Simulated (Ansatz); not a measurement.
# CH5BrOSi: the cost of one run

All numbers are computed with Ansatz 0.2.0, driven from Python. Level of theory: PBE/def2-SVP.

### 1 The system

Bond lengths: C1–Si2 1.790 Å, Si2–O3 1.628 Å, Si2–Br4 2.213 Å, C1–H5 1.149 Å, C1–H6 1.132 Å, C1–H7 1.102 Å, Si2–H8 1.441 Å, O3–H9 0.966 Å. Angles: C1–Si2–O3 111.9°, C1–Si2–Br4 108.6°, C1–Si2–H8 112.1°, O3–Si2–Br4 104.6°, O3–Si2–H8 108.0°, Br4–Si2–H8 111.5°, Si2–C1–H5 112.3°, Si2–C1–H6 114.1°, Si2–C1–H7 115.3°, H5–C1–H6 103.2°, H5–C1–H7 105.5°, H6–C1–H7 105.4°, Si2–O3–H9 119.5°.

No structure file is read: the coordinates are typed or built in the script.

### 2 The code

Contents of bend_ch5brosi.py:

```python
# -*- coding: utf-8 -*-
"""Energy of CH5BrOSi against one bond angle."""

import ansatz
from ase import Atoms

config = {
    "basis_set": "def2-SVP",
    "xc": "PBE",
    "fmax": 0.02,
}

atoms = Atoms(["C", "Si", "O", "Br", "H", "H", "H", "H", "H"], positions=[
    (-0.5037, 0.9701, -0.3377),
    (-0.0866, -0.6399, 0.3236),
    (1.3682, -0.6386, 1.0545),
    (0.1357, -2.0578, -1.3615),
    (-1.5196, 0.9713, -0.8738),
    (-0.6258, 1.7747, 0.4487),
    (0.214, 1.3797, -1.0667),
    (-1.0633, -1.1028, 1.2772),
    (2.1696, -0.7031, 0.5187),
])

# relax first, so that the scan starts from a minimum
first = ansatz.Crystal.molecule_from_ase(atoms).calculation()
first = first.basis(gaussian=config["basis_set"]).functional(config["xc"])
first = first.scf(lower_state_search="light")
first = first.relax(force_tolerance=config["fmax"], max_steps=80)
atoms.positions = first.run(threads=1, backend="cpu").report["positions_ang"]

rows = []
for angle in [85, 95, 105, 115, 125, 140, 160]:
    bent = atoms.copy()
    bent.set_angle(1, 2, 8, angle, indices=[8])
    setup = (
        ansatz.Crystal.molecule_from_ase(bent).calculation()
        .basis(gaussian=config["basis_set"])
        .functional(config["xc"])
        .scf(lower_state_search="light")
    )
    rows.append((angle, setup.run(threads=1, backend="cpu").report["free_energy_ev"]))
floor = min(e for _, e in rows)
for angle, e in rows:
    print(f"angle Si1-O2-H8 = {angle:3d} deg   {1000 * (e - floor):9.1f} meV")
```

### 3 What the engine is handed

The engine receives this input (first run):

```yaml
crystal:
  periodic: [false, false, false]
  atoms:
    - { symbol: C, position_ang: [-0.5037, 0.9701, -0.3377] }
    - { symbol: Si, position_ang: [-0.0866, -0.6399, 0.3236] }
    - { symbol: O, position_ang: [1.3682, -0.6386, 1.0545] }
    - { symbol: Br, position_ang: [0.1357, -2.0578, -1.3615] }
    - { symbol: H, position_ang: [-1.5196, 0.9713, -0.8738] }
    - { symbol: H, position_ang: [-0.6258, 1.7747, 0.4487] }
    - { symbol: H, position_ang: [0.214, 1.3797, -1.0667] }
    - { symbol: H, position_ang: [-1.0633, -1.1028, 1.2772] }
    - { symbol: H, position_ang: [2.1696, -0.7031, 0.5187] }
basis:
  gaussian:
    orbitals: def2-SVP
hamiltonian:
  xc: pbe
scf:
  lower_state_search: light
relax:
  f_tol: 0.02
  max_steps: 80
```

### 4 Launch

Command:

```bash
> python bend_ch5brosi.py
```

What time and memory should one allow on 1 thread of Arm Neoverse V2, shared host?

About 48 s, with a peak of 0.22 GiB.
